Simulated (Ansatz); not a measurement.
# AlClFH3O: the cost of one run

All numbers below are computed with Ansatz 0.2.0 (RKS PBE/def2-SVP).

### 1 The system as given

Bond lengths: Al1–Cl3 2.230 Å, Al1–F4 1.690 Å, Al1–O5 2.080 Å, O5–H6 1.010 Å. Angles: Cl3–Al1–F4 120.0°, Cl3–Al1–O5 88.6°, F4–Al1–O5 109.9°, Al1–O5–H6 109.5°.

Structure file:

```xyz
7

Al    0.0000    0.0000    0.0000
H     0.0000    0.0000    1.9100
Cl    1.9312    0.0000   -1.1150
F    -1.4635    0.0000   -0.8450
O     0.4375   -1.9248    0.6559
H    -0.1954   -2.5811    0.2213
H     0.2211   -0.9726    1.8084
```

### 2 Pulling towards end A

Springs on the bonds that form and break draw the guess towards this end; the thresholds are loose.

The input, input.yaml:

```yaml
crystal:
  periodic: [false, false, false]
  atoms:
    - { symbol: Al, position_ang: [0.0, 0.0, 0.0] }
    - { symbol: H, position_ang: [0.0, 0.0, 1.91] }
    - { symbol: Cl, position_ang: [1.9312, 0.0, -1.115] }
    - { symbol: F, position_ang: [-1.4635, 0.0, -0.845] }
    - { symbol: O, position_ang: [0.4375, -1.9248, 0.6559] }
    - { symbol: H, position_ang: [-0.1954, -2.5811, 0.2213] }
    - { symbol: H, position_ang: [0.2211, -0.9726, 1.8084] }
basis:
  gaussian: { orbitals: def2-SVP }
hamiltonian:
  xc: pbe
relax:
  f_tol: 0.15
  max_steps: 25
  restrain:
    - { distance: [0, 4], at: 2.98, k: 30.0 }
    - { distance: [6, 1], at: 1.86, k: 30.0 }
    - { distance: [0, 1], at: 1.56, k: 30.0 }
    - { distance: [6, 4], at: 1.01, k: 30.0 }
```

Run with:

```
> ansatz run input.yaml --threads 1 --pin off --max-ram 2048MiB --backend cpu --events-out ev --progress --plain --runs-dir out
```

Q: Estimate wall time and peak memory on 1 thread of Arm Neoverse V2, shared host.

About 26 s, with a peak of 0.14 GiB.
